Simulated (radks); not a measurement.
# Valence configurations of Er⁺

One table from this session's results is given with a row withheld; the runs are named, their logs left out.

Program: radks (a radial shooting solver on a logarithmic mesh, Libxc functionals) version 1. Level of theory: scalar-relativistic Kohn-Sham, BLYP, spin-polarised, spherical densities, finite nucleus; open shells are filled with parallel spins first. These are calculated values, not measurements, unless marked.

### Starting point

```
element            : erbium (Z = 68)
charge             : +1
electrons          : 67
configuration      : [Xe] 4f12 6s1
nuclear rms radius : 5.2516 fm
others tried       : 4f11 6s2; 4f13; 4f12 6s0.5 6p0.5; 4f12 6p1; 4f12 5d1; 4f11 6s1 6p1; 4f11.5 6s1.5; 4f11.5 6s0.5 6p1; 4f11 5d1 6s1
```

The outer shells:

Er⁺
```
[Xe] core
4f [↑↓][↑↓][↑↓][↑↓][↑↓][↑ ][↑ ]
6s [↑ ]
```

Set-up of the first run:

Settings of this run:

```text
Z 68
configuration [Xe] 4f12 6s1
relativity scalar-relativistic
functional b88,lyp
spin polarised
nucleus finite rms 5.2516 fm
c 137.035999084
```

Among the steps run: [Xe] 4f12 6s1.

One of the session's tables, all rows but one given; the rest of the session is left out.

It belongs to the step «[Xe] 4f12 6s1». From the orbitals of this run (lengths in bohr):

| level | <r> | outermost maximum (interpolated) | 90 % within | nodes |
| --- | --- | --- | --- | --- |
| 5s up | 1.251 | 1.11 | 1.81 | 4 |
| 5s down | ? | ? | ? | ? |
| 5p up | 1.493 | 1.27 | 2.21 | 3 |
| 5p down | 1.499 | 1.28 | 2.22 | 3 |
| 4f up | 0.8212 | 0.509 | 1.44 | 0 |
| 6s up | 3.579 | 3.13 | 5.20 | 5 |
| 6s down | 3.606 | 3.13 | 5.26 | 5 |
| 4f down | 0.8378 | 0.510 | 1.48 | 0 |

Estimate the missing values for 5s down.

The run gave: <r>: 1.255; outermost maximum (interpolated): 1.11; 90 % within: 1.82; nodes: 4. In the column «<r>» it lies between 5s up (1.251) and 5p up (1.493).
